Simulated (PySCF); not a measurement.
# H6O3V ([V(H2O)3]2+): the cost of one run

Computed with PySCF 2.14.0 and routines of our own; the level stands in each step. Atoms count from 0.

## 1. The system as given

10 atoms, charge 2, states of the metal's open shell are computed; geometry from: model geometry, bond lengths from ionic radii.

## 2. Ligand-field states: state-averaged CASSCF

Job settings and geometry (Å):

```
{"job": {"kind": "lf", "basis": {"metal": "x2c-TZVPall", "ligand": "x2c-SVPall"}, "nevpt": true}, "charge": 2, "metal": "V", "open_shell": "d3"}
V      0.000000     0.000000     0.000000
O      1.970000     0.000000     0.000000
H      2.545000     0.775000     0.000000
H      2.545000    -0.775000     0.000000
O     -0.985000     1.706070     0.000000
H     -1.943670     1.816535     0.000000
H     -0.601330     2.591535     0.000000
O     -0.985000    -1.706070     0.000000
H     -0.601330    -2.591535     0.000000
H     -1.943670    -1.816535     0.000000
```

Level: state-averaged CASSCF of the metal d shell, SC-NEVPT2 on the averaged canonical orbitals, state-interaction spin-orbit coupling.

Command:

```
$ OMP_NUM_THREADS=1 python lf_run.py task.json out
```

One launch serves the whole session: the jobs run in the order shown.

Q: Estimate the wall time and peak memory of this first job on 1 thread of Intel Xeon 6975P-C, shared host.

About 11 s, with a peak of 0.29 GiB.
